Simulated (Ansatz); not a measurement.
**C2H6BClSi: up Jacob's ladder to CCSD(T)**

One table from this session's results is given with a row withheld; the runs are named, their logs left out.

The runs use Ansatz 0.2.0, Gaussian basis; functionals in def2-TZVPP, the program's frozen cores in correlated methods.

The runs, in order: PBE-D4, r2SCAN-D4, PBE0-D4, B3LYP-D4, ωB97X-V, ωB97M-V, B2PLYP; CCSD(T)/def2-TZVPP; MP2/def2-QZVPP; extrapolation to the limit.

## Structure used throughout

All runs share one geometry, relaxed beforehand with PBE0-D4 in a triple-zeta def2 set.

SMILES `CC1[SiH2]B1Cl`, 11 atoms, charge 0, spin multiplicity 1.

Atoms are counted from 1 here; the program's logs count them from 0.

Bond lengths: C1–C2 1.507 Å, C1–H6 1.094 Å, C1–H7 1.093 Å, C1–H8 1.092 Å, C2–Si3 2.002 Å, C2–B4 1.502 Å, C2–H9 1.098 Å, Si3–B4 1.917 Å, Si3–H10 1.480 Å, Si3–H11 1.486 Å, B4–Cl5 1.734 Å. Angles: C2–C1–H6 110.7°, C2–C1–H7 111.8°, C2–C1–H8 110.9°, H6–C1–H7 107.7°, H6–C1–H8 107.3°, H7–C1–H8 108.1°, C1–C2–Si3 137.7°, C1–C2–B4 126.9°, C1–C2–H9 113.6°, Si3–C2–B4 64.5°, Si3–C2–H9 88.4°, B4–C2–H9 114.3°, C2–Si3–B4 45.0°, C2–Si3–H10 106.7°, C2–Si3–H11 123.9°, B4–Si3–H10 126.6°, B4–Si3–H11 121.8°, H10–Si3–H11 111.5° and more.

Geometry (Å):

```mol
C2H6BClSi
  3D, bonds by distance, orders not assigned

 11 11  0  0  0  0  0  0  0  0999 V2000
   -1.1816   -0.7681    0.6450 C   0  0
    0.0204    0.1175    0.4412 C   0  0
    1.5774    0.2359   -0.8125 Si  0  0
    0.0895    1.3676   -0.3885 B   0  0
   -1.1305    2.3423   -1.1413 Cl  0  0
   -1.7773   -0.4233    1.4955 H   0  0
   -0.8948   -1.8045    0.8382 H   0  0
   -1.8303   -0.7536   -0.2327 H   0  0
    0.7343    0.0887    1.2749 H   0  0
    2.7967    0.0382    0.0034 H   0  0
    1.6615   -0.4975   -2.1025 H   0  0
  1  2  8  0
  2  3  8  0
  3  4  8  0
  4  5  8  0
  1  6  8  0
  1  7  8  0
  1  8  8  0
  2  9  8  0
  3 10  8  0
  3 11  8  0
  2  4  8  0
M  END
```

The first run:

File in.yaml:

```yaml
crystal:
  periodic: [false, false, false]
  atoms:
    - {symbol: C, position_ang: [-1.181645, -0.768131, 0.644979]}
    - {symbol: C, position_ang: [0.020439, 0.117492, 0.441203]}
    - {symbol: Si, position_ang: [1.577421, 0.235853, -0.812472]}
    - {symbol: B, position_ang: [0.089519, 1.367556, -0.388542]}
    - {symbol: Cl, position_ang: [-1.130500, 2.342289, -1.141307]}
    - {symbol: H, position_ang: [-1.777279, -0.423327, 1.495517]}
    - {symbol: H, position_ang: [-0.894829, -1.804493, 0.838174]}
    - {symbol: H, position_ang: [-1.830312, -0.753587, -0.232743]}
    - {symbol: H, position_ang: [0.734298, 0.088686, 1.274879]}
    - {symbol: H, position_ang: [2.796715, 0.038230, 0.003444]}
    - {symbol: H, position_ang: [1.661473, -0.497470, -2.102532]}
basis:
  gaussian: {orbitals: def2-TZVPP}
hamiltonian: {xc: pbe, dispersion: d4}
output: {forces: true, orbitals: {seedname: orbitals}}
```

The run is started by

```
$ ansatz run in.yaml --threads 4 --pin off --events-out ev --progress --plain --max-ram 10444MiB
```

Steps of the session up to this table: PBE-D4 (GGA); r2SCAN-D4 (meta-GGA); PBE0-D4 (hybrid); B3LYP-D4 (hybrid); ωB97X-V (range-separated); ωB97M-V (range-separated); B2PLYP (double hybrid); CCSD(T) in def2-TZVPP; MP2 in def2-QZVPP.

One of the session's tables, all rows but one given; the rest of the session is left out.

```
            method  atomisation energy (kJ/mol)
            PBE-D4                       4050.8
         r2SCAN-D4                       4000.3
           PBE0-D4                       4001.7
          B3LYP-D4                       3958.8
           ωB97X-V                       3974.7
           ωB97M-V                       3979.3
            B2PLYP                       3916.1
     HF/def2-TZVPP                       2966.5
    MP2/def2-TZVPP                       3920.8
   CCSD/def2-TZVPP                       3793.7
CCSD(T)/def2-TZVPP                            ?
           MP2/CBS                       4014.1
       CCSD(T)/CBS                       3948.9
```

Q: Estimate the row for CCSD(T)/def2-TZVPP from the others.

**Answer.** atomisation energy (kJ/mol): 3855.6. In the column «atomisation energy (kJ/mol)» it lies between CCSD/def2-TZVPP (3793.7) and B2PLYP (3916.1).
